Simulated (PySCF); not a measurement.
# KB+: bond curves at several levels of theory

An exercise on one series of results from a longer session: the logs are not shown, and one member is left open.

Computed with PySCF 2.14.0. Level: K aug-pcseg-1, B aug-pcseg-1, no relativity.

The first run:

A driver script around PySCF takes these settings:

```
atoms                         : K, B
charge                        : 1
basis                         : K aug-pcseg-1, B aug-pcseg-1
Hamiltonian                   : no relativity
basis functions               : 56
electrons treated             : 23
masses in u                   : 38.9637, 11.0093
levels                        : PBE0, PBE, r²SCAN, M06, TPSSh, BHandHLYP, HSE06, HF, MP2, SCS-MP2, CCSD, CCSD(T)
grid                          : 80 radial by 434 angular points
occupations                   : held fixed by the projection of orbital angular momentum
dissociation limit            : K+ + B, each in its ground configuration
starting distance in angstrom : 2.860
values of 2S to try           : 1, 3
```

Started as:

```sh
> OMP_NUM_THREADS=1 python dia.py task.json out
```

Among the steps run: Set-up; First curve: PBE0; Excited determinants; PBE (GGA); r²SCAN (meta-GGA); M06; TPSSh (hybrid meta-GGA); BHandHLYP; HSE06; UHF; Correlated methods on the Hartree–Fock reference.

One of the session's tables, all rows but one given; the rest of the session is left out.

It belongs to the step «The curves together». Energy (eV) from each level's lowest point:

| R (Å) | UHF | UHF-MP2 | UHF-SCS-MP2 | UHF-CCSD | UHF-CCSD(T) |
| --- | --- | --- | --- | --- | --- |
| 2.907 | 0.184 | 0.161 | 0.166 | n/a | n/a |
| 3.042 | 0.091 | 0.078 | 0.082 | 0.086 | 0.085 |
| 3.177 | 0.038 | 0.030 | 0.033 | 0.036 | 0.035 |
| 3.279 | 0.015 | 0.011 | 0.012 | 0.015 | 0.014 |
| 3.380 | 0.003 | 0.002 | 0.002 | 0.004 | 0.003 |
| 3.481 | 0.000 | 0.000 | 0.000 | 0.000 | 0.000 |
| 3.617 | ? | ? | ? | ? | ? |
| 3.786 | 0.019 | 0.022 | 0.020 | 0.017 | 0.018 |
| 3.988 | 0.043 | 0.049 | 0.046 | 0.042 | 0.042 |
| 4.259 | 0.079 | 0.089 | 0.085 | n/a | n/a |

Q: Estimate the row for R (Å) = 3.617 from the others.

Worked estimate for «UHF». A straight line through the neighbours (3.481, 0.000) and (3.786, 0.019) gives 0.000 + (0.019 − 0.000) × (3.617 − 3.481) / (3.786 − 3.481) = 0.008; a parabola fitted to 4 rows on both sides gives 0.006.

**Answer.** UHF: 0.004; UHF-MP2: 0.006; UHF-SCS-MP2: 0.005; UHF-CCSD: 0.004; UHF-CCSD(T): 0.004. In «UHF» the line misses by +0.004 and the parabola by +0.002.
